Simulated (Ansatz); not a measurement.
# VW2C3 (Immm) in Ansatz: reference runs

How does VW2C3 come out in PBE? The cell is run as given and disturbed.

All numbers are computed with Ansatz 0.2.0; they aren't measurements. Logs are shortened: lines on timing, memory, paths and dates and some standing lists are left out, and cuts for length are marked.

## (1) The crystal as given

Symmetry: Immm, No. 71, orthorhombic system. The conventional cell has a = 3.049 Å, b = 4.324 Å, c = 9.170 Å, α = 90.00°, β = 90.00°, γ = 90.00°. Around W (site symmetry mm2) lie 6 C at 2.15 to 2.20 Å. Around V (site symmetry mmm) lie 6 C at 2.12 to 2.16 Å. C (site symmetry mm2) is surrounded by 2 V at 2.12 Å and 4 W at 2.16 to 2.20 Å. Around C (site symmetry mmm) lie 4 W at 2.15 Å and 2 V at 2.16 Å.

The cell comes from a database or a generator and needn't be the stable form of this composition.

## (2) Single point, PBE, collinear spin, ferromagnetic start

File input.yaml:

```yaml
crystal:
  lattice:
    - [-1.524485, 2.16193, 4.585029]
    - [1.524485, -2.16193, 4.585029]
    - [1.524485, 2.16193, -4.585029]
  atoms:
    - { symbol: W, position: [0.834017, 0.334017, 0.5] }
    - { symbol: W, position: [0.165983, 0.665983, 0.5] }
    - { symbol: V, position: [0.5, 0.0, 0.5], spin: 2.0 }
    - { symbol: C, position: [0.339039, 0.339039, 0.0] }
    - { symbol: C, position: [0.660961, 0.660961, 0.0] }
    - { symbol: C, position: [0.0, 0.0, 0.0] }
hamiltonian:
  xc: pbe
  pseudopotentials: { kind: paw }
magnetization:
  spin_polarized: true
kpoints:
  mp_grid: { grid: [11, 11, 11] }
scf:
  occupations: { method: fermi_dirac, width: 0.05 }
output:
  forces: true
  stress: true
  eigenvalues: true
```

Potentials or basis: Ansatz PAW.

The run is started by

```console
$ ansatz run input.yaml --threads 2 --pin off --max-ram 5120MiB --backend cpu --events-out ev --progress --plain --runs-dir out
```

The program printed:

```text
Warning: RAYON_NUM_THREADS=2 ignored (pool sized by the plan → 2); use --threads N
basis.fft_grid_basis auto: the FFT boxes are laid along the combinations [[1, 0, 1], [0, 1, 1], [0, 0, 1]] of the cell's own vectors, 4.324, 3.049 and 5.293 Å long. The dense box has 30×24×36 points. Along the cell's own vectors, as sized, it would have 36×36×36, 1.80 times as many. Of the 8 symmetry operations that the crystal satisfies within crystal.symmetry.tolerance (time reversal apart; of a slab, those that keep its plane) the dense box along the cell's own vectors carries 8, and the one as laid loses 6 of those. basis.fft_grid_basis: typed keeps the cell's own vectors: state it where this run's energies or levels are differenced outside the engine with another run's, or held beside a run that keeps those vectors.
Engine: ansatz 0.2.0, aarch64-unknown-linux-gnu
Pseudopotentials: kind: paw
Pseudopotential: W, paw, valence charge 14, recommended cutoff 420 eV (normal), W.paw.azcp
Pseudopotential: V, paw, valence charge 13, recommended cutoff 420 eV (normal), V.paw.azcp
Pseudopotential: C, paw, valence charge 4, recommended cutoff 420 eV (normal), C.paw.azcp
Functional definition: PBE
  parameter kappa = 0.804
  parameter beta = 0.06672455060314922
  exchange = pbe_x(kappa = kappa, mu = beta*pi^2/3)
  correlation = pbe_c(beta = beta)
Crystal: 6 atoms, lattice volume = 60.446 Å³
Basis set: ecut = 420 eV, 1213 PW (Γ), FFT grids on a1+a3, a2+a3, a3, exchange–correlation on 60×48×72 points (8 copies of the dense FFT grid, shifted against one another)
Bands: 34, of which v1, the nominal top of the filled ones, is band 27 counted from 1 (26 counted from 0)
Symmetry: 8 space group operations
Space group: Immm (ITA 71), of the structure as read, at distance tolerance 3.9e-5 Å
Magnetic group: BNS 71.533 (UNI 631), of the structure as read, at distance tolerance 3.9e-5 Å
k-points: 216 of 1331
Non-local potential: W, projectors of the file, l = 0: 3, l = 1: 2, l = 2: 2, l = 3: 1
Non-local potential: V, projectors of the file, l = 0: 3, l = 1: 2, l = 2: 3, l = 3: 1
Non-local potential: C, projectors of the file, l = 0: 2, l = 1: 2, l = 2: 1
PAW form: soft (Blöchl's): semilocal exchange-correlation on the pseudo side does not see the compensation charge
PAW one-centre angular grid: W, 590 points (default); XC on 64 Gauss nodes
PAW one-centre angular grid: V, 590 points (default); XC on 64 Gauss nodes
PAW one-centre angular grid: C, 110 points (default); XC on 64 Gauss nodes
Initial density: superposition of atomic densities (chi_scale 0.1, normalization cell, long waves kept (reshape's long-wave potential 0.00 eV rms))
Starting moments: Σ|m| = 2 μB on 1 of 6 sites
Initial wavefunctions: pseudopotential atomic-orbital guess
Functional: x = pbe(κ = 0.804, μ = 0.2195149727645171), c = pbe(β = 0.06672455060314922)
SCF iter   1: F=—  HF=-24442.002926 eV  |F-HF|=—  |Δ(HF+E_count)|=         —  Δρ=1.01e-1 (↑9.81e-2 ↓1.01e-1)  dr2=3.32e1  dr2_m=9.30e-1  M=0.707 μB ∫|m|=0.869 μB  β_m=0.30  ethr=3.10e-3  ⟨swp⟩=5.8  Hψ=60868  notcnv=0
Mixer restart at iter 1: flushing history
preconditioner: auto → Kerker (q_TF=auto, 2.669 Å⁻¹)  [metal: Δε(μ)=0.002 eV  Ē_g=9.083 eV  σ=0.050 eV  W_gap=0.01  n_scr=18 (ndim 8)  ℏωp=25.7 eV  f_vac=0.000  D(μ)=3.08/eV (n_scr^D=34)]
spin=Collinear: Kerker preconditioning applied to the charge; magnetization (m = ρ↑ − ρ↓) channel mixes plain (no charge-response kernel on spin).
SCF iter   2: F=—  HF=-24436.803354 eV  |F-HF|=—  |Δ(HF+E_count)|=    5.20e0  Δρ=6.19e-2 (↑5.54e-2 ↓6.19e-2)  dr2=1.13e1  dr2_m=5.55e-1  M=0.629 μB ∫|m|=0.778 μB  β_m=0.49  ethr=3.10e-3  ⟨swp⟩=3.0  Hψ=28948  notcnv=0  defer=315
SCF iter   3: F=—  HF=-24434.944429 eV  |F-HF|=—  |Δ(HF+E_count)|=    1.86e0  Δρ=2.27e-2 (↑1.95e-2 ↓2.27e-2)  dr2=4.67e-1  dr2_m=1.56e-1  M=0.335 μB ∫|m|=0.502 μB  β_m=0.75  ethr=3.10e-3  ⟨swp⟩=4.2  Hψ=38676  notcnv=0  defer=304
SCF iter   4: F=—  HF=-24434.898545 eV  |F-HF|=—  |Δ(HF+E_count)|=   4.59e-2  Δρ=8.34e-3 (↑7.14e-3 ↓8.34e-3)  dr2=2.17e-1  dr2_m=1.09e-2  M=0.162 μB ∫|m|=0.259 μB  β_m=0.75  ethr=8.81e-4  ⟨swp⟩=2.9  Hψ=26005  notcnv=0  defer=155
SCF iter   5: F=—  HF=-24434.843329 eV  |F-HF|=—  |Δ(HF+E_count)|=   5.52e-2  Δρ=5.77e-3 (↑5.77e-3 ↓2.09e-3)  dr2=4.22e-2  dr2_m=2.31e-3  M=0.061 μB ∫|m|=0.115 μB  β_m=0.85  ethr=4.09e-4  ⟨swp⟩=3.1  Hψ=23826  notcnv=0  defer=146
SCF iter   6: F=—  HF=-24434.864466 eV  |F-HF|=—  |Δ(HF+E_count)|=   2.11e-2  Δρ=3.48e-3 (↑3.48e-3 ↓1.18e-3)  dr2=1.89e-2  dr2_m=1.66e-3  M=0.047 μB ∫|m|=0.084 μB  β_m=0.93  ethr=7.96e-5  ⟨swp⟩=2.5  Hψ=24990  notcnv=0  defer=129
SCF iter   7: F=—  HF=-24434.864409 eV  |F-HF|=—  |Δ(HF+E_count)|=   5.72e-5  Δρ=1.28e-3 (↑1.28e-3 ↓8.67e-4)  dr2=9.58e-4  dr2_m=5.82e-4  M=0.027 μB ∫|m|=0.046 μB  β_m=0.96  ethr=3.57e-5  ⟨swp⟩=2.2  Hψ=20809  notcnv=0  defer=120
SCF iter   8: F=—  HF=-24434.864445 eV  |F-HF|=—  |Δ(HF+E_count)|=   3.62e-5  Δρ=7.70e-4 (↑1.74e-4 ↓7.70e-4)  dr2=4.72e-4  dr2_m=6.63e-5  M=0.010 μB ∫|m|=0.017 μB  β_m=0.98  ethr=1.81e-6  ⟨swp⟩=2.3  Hψ=23646  notcnv=0  defer=109
SCF iter   9: F=—  HF=-24434.864471 eV  |F-HF|=—  |Δ(HF+E_count)|=   2.61e-5  Δρ=2.63e-4 (↑2.63e-4 ↓2.28e-4)  dr2=2.44e-4  dr2_m=2.62e-7  M=0.001 μB ∫|m|=0.002 μB  β_m=0.99  ethr=8.90e-7  ⟨swp⟩=2.0  Hψ=25746  notcnv=0  defer=107
SCF iter  10: F=—  HF=-24434.864466 eV  |F-HF|=—  |Δ(HF+E_count)|=   5.07e-6  Δρ=9.37e-5 (↑9.37e-5 ↓4.33e-5)  dr2=1.86e-5  dr2_m=5.17e-7  M=0.001 μB ∫|m|=0.002 μB  β_m=1.00  ethr=4.61e-7  ⟨swp⟩=1.9  Hψ=16259  notcnv=0  defer=107
SCF iter  11: F=—  HF=-24434.864464 eV  |F-HF|=—  |Δ(HF+E_count)|=   2.44e-6  Δρ=1.32e-5 (↑1.32e-5 ↓1.04e-5)  dr2=3.96e-7  dr2_m=3.10e-8  M=0.000 μB ∫|m|=0.000 μB  β_m=0.94  ethr=3.52e-8  ⟨swp⟩=2.0  Hψ=16965  notcnv=0  defer=107
SCF iter  12: F=—  HF=-24434.864464 eV  |F-HF|=—  |Δ(HF+E_count)|=   4.56e-8  Δρ=2.62e-6 (↑2.10e-6 ↓2.62e-6)  dr2=1.33e-8  dr2_m=2.40e-10  M=0.000 μB ∫|m|=0.000 μB  β_m=0.97  ethr=7.47e-10  ⟨swp⟩=2.0  Hψ=21087  notcnv=0  defer=107
SCF iter  13: F=-24434.864464 eV  HF=-24434.864464 eV  |F-HF|=1.03e-9  |Δ(HF+E_count)|=   1.17e-9  Δρ=6.05e-7 (↑6.05e-7 ↓5.80e-7)  dr2=1.43e-9  dr2_m=6.85e-12  M=-0.000 μB ∫|m|=0.000 μB  ethr=2.51e-11  ⟨swp⟩=3.9  Hψ=44165  notcnv=0
SCF 1 converged in 13 iterations: F = -24434.864464 eV  dr2 = 1.43e-9
the search or the solves at the SCF's close seem to have found levels that the self-consistency loop had missed (the run counts 2). By its estimate they hold under 1e-12 electrons; where the run keeps them, the occupations were computed again with them
WARN: the starting moments were not kept: the SCF closed with an absolute magnetisation of 4.9e-6 μB, where they sum to 2 μB in size (1 site). That is at most 0.1 of that sum. Measured as dr2_m measures the in/out step, that magnetisation stands 3.5e-12 eV from none, at or under the dr2_threshold of 1.0e-7 eV: it is no larger than a step whose dr2_m would equal this threshold. The system may hold no moment; this SCF shows only that its start led to no more than that. To try another start: raise the starting moments (crystal.atoms[].spin, magnetization.per_species, magnetization.initial_magnetization, or on a non-collinear deck that types none of these the spinor_matrix: blocks that start its atoms; where the total moment is fixed, keep their sum and leave initial_magnetization as it is; typed ones take the place of any that the run laid by itself, positive ones on a crystal's lanthanoids without a Hubbard term where scf.initial_density.shell_occupations: [] is typed) or, if the notice of its spin-set hold's release reads "site moments contracting" or "site moments show no strong build", lengthen the hold (scf.mixing.spin_hold: { on: { confirm: 4 } }; for m-r²SCAN on two components see the key's manual first). Each may lead to a state that holds a moment. A second SCF, from the converged charge density, with the starting moments and any scf.initial_density.shell_occupations laid on it anew, would have followed, and was not run: the deck does not ask for one (magnetization.retry_lost_moments is false, the default). To let it run, set magnetization.retry_lost_moments: true and run the deck again, where that key's refused combinations let it; where memory then withholds it, that run's warning says so.
SCF converged after 13 iterations
Magnetization: -0.0000 μB (26.5000 up, 26.5000 down)
Absolute magnetization: 0.0000 μB (∫|ρ↑−ρ↓|, with the PAW one-centre terms)
Spin contamination: 0.0000 ħ² per cell (⟨S²⟩ above its minimum at these occupations)
Per-site moments (μB) at R_I (Å): [(-1.3872473063034945e-7, 0.8886252444971336), (-1.3872473070045005e-7, 0.8886252444971336), (-1.2478827341454402e-6, 0.8753065900047541), (6.598172863094148e-7, 0.8753065900047541), (6.598172863194312e-7, 0.8753065900047541), (8.518554286270609e-7, 0.8886252444971336)]
Free energy (F): -24434.864464 eV
Harris-Foulkes:  -24434.864464 eV  (|F-HF|=1.03e-9)
Internal energy: -24434.838657 eV  (E = F + TS)
E sigma→0 (E₀):  -24434.851560 eV
Entropy (-TS):   -0.025807 eV (-4.301 meV/atom)
Fermi energy:    20.342197 eV
--- Per-component energies (eV) ---
  E_band       = -240.368623
  E_kinetic    = 1508.965204
  E_local      = -2275.667431  (includes V_loc(G=0)·N_el)
  E_nonlocal   = 31.511969
  E_hartree    = 893.094813
  E_xc         = -811.778061
  E_vxc        = -826.137012  (∫ρ·V_xc dr)
  E_paw        = -18533.371464  (= ΣΔE_a)
  E_vpaw       = -465.231554  (= ΣTr[D̂ρ^β])
  E_aug_tail   = 0.000151  (compensation charges beyond the density's cutoff)
  E_ewald      = -5247.593838
  E_smearing   = -0.025807  (= −TS)
  E_closure    = 0.000000  (closes the sum)
  Σ components = -24434.864464   (vs F -24434.864464, Δ=0.00e0)
--- Forces (eV/Å), atoms counted from 1 ---
  atom   1  W      0.00000000     0.00000000    -0.05425082
  atom   2  W      0.00000000     0.00000000     0.05425082
  atom   3  V      0.00000000    -0.00000000    -0.00000000
  atom   4  C      0.00000000     0.00000000    -0.03239503
  atom   5  C      0.00000000    -0.00000000     0.03239503
  atom   6  C      0.00000000     0.00000000     0.00000000
  max |Σ_I F_I| component: 6.94e-18 eV/Å
--- Stress (GPa, compression-positive) ---
       -0.727735      -0.000000       0.000000
       -0.000000      -2.276843      -0.000000
        0.000000      -0.000000      -1.185410
  P = ⅓ Tr σ = -1.3967 GPa (-13.967 kbar)
--- Band table (eV; the first three rows and the last of 432) ---
  k-point 0 ↑: bands = ["-54.8870", "-54.8495", "-44.7746", "-19.3466", "-19.3191", "-19.0875", "-19.0832", "-19.0462", "-18.9596", "-18.6219", "-18.6106", "-18.5570", "5.0253", "8.1566", "8.7971", "12.6897", "13.6401", "14.3034", "15.0207", "15.0826", "15.8268", "18.1217", "18.2250", "18.2484", "19.7414", "19.7418", "19.8881", "19.8941", "19.8957", "20.1947", "20.2729", "21.0092", "21.5776", "22.2966"]
  k-point 1 ↑: bands = ["-54.8846", "-54.8494", "-44.7735", "-19.3488", "-19.3155", "-19.1052", "-19.0775", "-19.0413", "-18.9914", "-18.6218", "-18.6162", "-18.5701", "5.2491", "8.2083", "8.7379", "12.8266", "13.4627", "14.5393", "14.9530", "15.0015", "15.6453", "17.4457", "17.8702", "17.9050", "18.7504", "18.7771", "20.1698", "20.4591", "20.4903", "20.9971", "21.3727", "21.5354", "21.5918", "22.2203"]
  k-point 2 ↑: bands = ["-54.8781", "-54.8492", "-44.7706", "-19.3478", "-19.3009", "-19.1661", "-19.0965", "-19.0605", "-19.0197", "-18.6258", "-18.6213", "-18.5989", "5.8898", "8.3475", "8.5831", "13.1367", "13.2175", "14.6165", "14.8736", "15.0452", "15.3490", "15.9880", "16.7271", "16.7507", "19.1444", "19.1488", "20.5446", "20.7836", "20.7846", "20.8838", "21.0773", "22.3102", "22.6209", "23.2224"]
  k-point 215 ↓: bands = ["-54.8772", "-54.8568", "-44.7736", "-19.3571", "-19.2347", "-19.1603", "-19.1005", "-19.0244", "-18.9597", "-18.6642", "-18.6236", "-18.5659", "6.6322", "7.1126", "7.4597", "14.0155", "14.2658", "14.8582", "15.0648", "15.5131", "16.0844", "16.1266", "16.2388", "17.7321", "18.3450", "18.6360", "19.1124", "20.5988", "20.9682", "21.6679", "21.9068", "21.9776", "22.2636", "22.5820"]
```

Wall time 46 s (2 threads of Arm Neoverse V1, shared host); peak memory 0.85 GiB.

Results:

| Item | Value |
| --- | --- |
| Free energy | -24434.8645 eV |
| Pressure | -1.4 GPa |
| Largest force | 0.054 eV/Å |
| Band gap on the k mesh | none (metal or under the smearing width) |
| Net moment | 0.00 μB per cell |
| Absolute moment | 0.00 μB per cell |

Forces in eV/Å, atoms in the order of the input:
```
W    0.000  0.000 -0.054
W    0.000  0.000  0.054
V    0.000  0.000  0.000
C    0.000  0.000 -0.032
C    0.000  0.000  0.032
C    0.000  0.000  0.000
```

Caveat: the pressure holds a Pulay correction of +0.3 GPa for the finite cutoff; the starting moments weren't kept. Spin-orbit coupling is left out, which matters for the levels of W.

## (3) Single point, PBE, collinear spin, ferromagnetic start (atoms moved at random, drawn with an rms of 0.05 Å)

File input.yaml:

```yaml
crystal:
  lattice:
    - [-1.524485, 2.16193, 4.585029]
    - [1.524485, -2.16193, 4.585029]
    - [1.524485, 2.16193, -4.585029]
  atoms:
    - { symbol: W, position: [0.843989, 0.333434, 0.501613] }
    - { symbol: W, position: [0.180211, 0.677272, 0.531475] }
    - { symbol: V, position: [0.484987, 0.007104, 0.498952], spin: 2.0 }
    - { symbol: C, position: [0.322751, 0.354908, -0.005148] }
    - { symbol: C, position: [0.660428, 0.652092, 0.003886] }
    - { symbol: C, position: [-0.008518, 0.004376, 0.001564] }
hamiltonian:
  xc: pbe
  pseudopotentials: { kind: paw }
magnetization:
  spin_polarized: true
kpoints:
  mp_grid: { grid: [11, 11, 11] }
scf:
  occupations: { method: fermi_dirac, width: 0.05 }
output:
  forces: true
  stress: true
  eigenvalues: true
```

Potentials or basis: Ansatz PAW.

The run is started by

```console
$ ansatz run input.yaml --threads 2 --pin off --max-ram 5120MiB --backend cpu --events-out ev --progress --plain --runs-dir out
```

The program printed:

```text
Warning: RAYON_NUM_THREADS=2 ignored (pool sized by the plan → 2); use --threads N
basis.fft_grid_basis auto: the FFT boxes are laid along the combinations [[1, 0, 1], [0, 1, 1], [0, 0, 1]] of the cell's own vectors, 4.324, 3.049 and 5.293 Å long. The dense box has 30×24×36 points. Along the cell's own vectors, as sized, it would have 36×36×36, 1.80 times as many. basis.fft_grid_basis: typed keeps the cell's own vectors: state it where this run's energies or levels are differenced outside the engine with another run's, or held beside a run that keeps those vectors.
[... 10 set-up lines as earlier in the session ...]
Crystal: 6 atoms, lattice volume = 60.446 Å³
Basis set: ecut = 420 eV, 1213 PW (Γ), FFT grids on a1+a3, a2+a3, a3, exchange–correlation on 60×48×72 points (8 copies of the dense FFT grid, shifted against one another)
Bands: 34, of which v1, the nominal top of the filled ones, is band 27 counted from 1 (26 counted from 0)
Symmetry: 1 space group operations
Space group: P1 (ITA 1), of the structure as read, at distance tolerance 3.9e-5 Å
Magnetic group: BNS 1.1 (UNI 1), of the structure as read, at distance tolerance 3.9e-5 Å
k-points: 666 of 1331 (time reversal used)
[... 8 set-up lines as earlier in the session ...]
[... 23 lines left out ...]
SCF converged after 14 iterations
Magnetization: -0.0000 μB (26.5000 up, 26.5000 down)
Absolute magnetization: 0.0000 μB (∫|ρ↑−ρ↓|, with the PAW one-centre terms)
Spin contamination: 0.0000 ħ² per cell (⟨S²⟩ above its minimum at these occupations)
Per-site moments (μB) at R_I (Å): [(-3.4161164370597955e-7, 0.8480809759855931), (-5.188068974629807e-7, 0.8728708069562573), (-8.099728503677715e-6, 0.8559075274064837), (6.641851431409802e-7, 0.8480809759855931), (6.415236465756904e-7, 0.8559075274064837), (6.616531054490313e-7, 0.8604849458940516)]
Free energy (F): -24434.692199 eV
Harris-Foulkes:  -24434.692199 eV  (|F-HF|=1.94e-9)
Internal energy: -24434.663614 eV  (E = F + TS)
E sigma→0 (E₀):  -24434.677906 eV
Entropy (-TS):   -0.028585 eV (-4.764 meV/atom)
Fermi energy:    20.292823 eV
--- Per-component energies (eV) ---
  E_band       = -240.335224
  E_kinetic    = 1509.610943
  E_local      = -2290.845078  (includes V_loc(G=0)·N_el)
  E_nonlocal   = 31.840319
  E_hartree    = 900.389674
  E_xc         = -811.888123
  E_vxc        = -826.288608  (∫ρ·V_xc dr)
  E_paw        = -18533.516024  (= ΣΔE_a)
  E_vpaw       = -465.431155  (= ΣTr[D̂ρ^β])
  E_aug_tail   = 0.000168  (compensation charges beyond the density's cutoff)
  E_ewald      = -5240.255493
  E_smearing   = -0.028585  (= −TS)
  E_closure    = 0.000000  (closes the sum)
  Σ components = -24434.692199   (vs F -24434.692199, Δ=0.00e0)
--- Forces (eV/Å), atoms counted from 1 ---
  atom   1  W      0.06499600    -1.00256437    -0.93115487
  atom   2  W      0.06507542    -0.63975765     0.29176455
  atom   3  V     -0.07727049     0.23186421     0.19590774
  atom   4  C     -0.16540196     1.33750747    -0.93539528
  atom   5  C      0.28255169     0.10496119     0.92981906
  atom   6  C     -0.16995079    -0.03200745     0.44906320
  max |Σ_I F_I| component: 4.39e-6 eV/Å
--- Stress (GPa, compression-positive) ---
       -0.431290       0.203433      -0.527535
        0.203433       1.356013       0.008361
       -0.527535       0.008361      -1.010229
  P = ⅓ Tr σ = -0.0285 GPa (-0.285 kbar)
--- Band table (eV; the first three rows and the last of 1332) ---
  k-point 0 ↑: bands = ["-54.8780", "-54.8402", "-44.7737", "-19.3752", "-19.2904", "-19.1033", "-19.0576", "-19.0217", "-18.9569", "-18.6223", "-18.6030", "-18.5754", "5.0464", "8.2849", "8.6873", "12.7032", "13.5957", "14.2427", "14.9429", "15.2273", "15.9000", "17.9373", "18.1051", "18.2055", "19.3886", "19.6495", "19.8559", "19.9286", "20.1108", "20.3157", "20.5309", "21.2043", "21.5319", "22.3727"]
  k-point 1 ↑: bands = ["-54.8758", "-54.8399", "-44.7726", "-19.3756", "-19.2876", "-19.0974", "-19.0769", "-19.0189", "-18.9860", "-18.6272", "-18.6069", "-18.5857", "5.2684", "8.3321", "8.6399", "12.8461", "13.4056", "14.4722", "14.9149", "15.0899", "15.7330", "17.3691", "17.7840", "17.9009", "18.6657", "18.8001", "19.9550", "20.4116", "20.6643", "21.1115", "21.2897", "21.5895", "21.6854", "22.3670"]
  k-point 2 ↑: bands = ["-54.8699", "-54.8392", "-44.7696", "-19.3696", "-19.2746", "-19.1433", "-19.0999", "-19.0688", "-18.9972", "-18.6463", "-18.6128", "-18.5996", "5.9039", "8.4360", "8.5378", "13.1304", "13.1863", "14.6889", "14.8110", "14.9196", "15.4641", "16.0307", "16.6619", "16.8415", "19.0346", "19.1239", "20.2439", "20.6879", "20.8019", "21.0499", "21.2513", "22.3092", "22.5089", "23.2624"]
  k-point 665 ↓: bands = ["-54.8640", "-54.8451", "-44.7697", "-19.3799", "-19.2828", "-19.1670", "-19.0954", "-19.0334", "-18.9958", "-18.6430", "-18.6278", "-18.5923", "6.8152", "8.2663", "8.9133", "12.1579", "13.0084", "14.3717", "14.4725", "14.7440", "14.9809", "15.3022", "15.8084", "15.9832", "19.0508", "19.9069", "20.5078", "20.6488", "21.1116", "21.6081", "22.0162", "22.4906", "22.8904", "23.3819"]
```

It took 3.8 min on 2 threads of Arm Neoverse V1, shared host; peak memory 2 GiB.

What came out:

| Item | Value |
| --- | --- |
| Free energy | -24434.6922 eV |
| Pressure | 0.0 GPa |
| Largest force | 1.641 eV/Å |
| Band gap on the k mesh | none (metal or under the smearing width) |
| Net moment | 0.00 μB per cell |
| Absolute moment | 0.00 μB per cell |

Forces in eV/Å, atoms in the order of the input:
```
W    0.065 -1.003 -0.931
W    0.065 -0.640  0.292
V   -0.077  0.232  0.196
C   -0.165  1.338 -0.935
C    0.283  0.105  0.930
C   -0.170 -0.032  0.449
```

Levels at points of the mesh, in eV from the Fermi level:
Spin up:
| k point | band 25 | band 26 | band 27 | band 28 | band 29 | band 30 |
| --- | --- | --- | --- | --- | --- | --- |
| (0.00, 0.00, 0.00) | -0.90 | -0.64 | -0.44 | -0.36 | -0.18 | 0.02 |
Spin down:
```
           k point  band 24  band 25  band 26  band 27  band 28  band 29  band 30  band 31
(0.00, 0.00, 0.00)    -2.09    -0.90    -0.64    -0.44    -0.36    -0.18     0.02     0.24
```

Caveat: the pressure holds a Pulay correction of +0.3 GPa for the finite cutoff; the starting moments weren't kept. Spin-orbit coupling is left out, which matters for the levels of W.
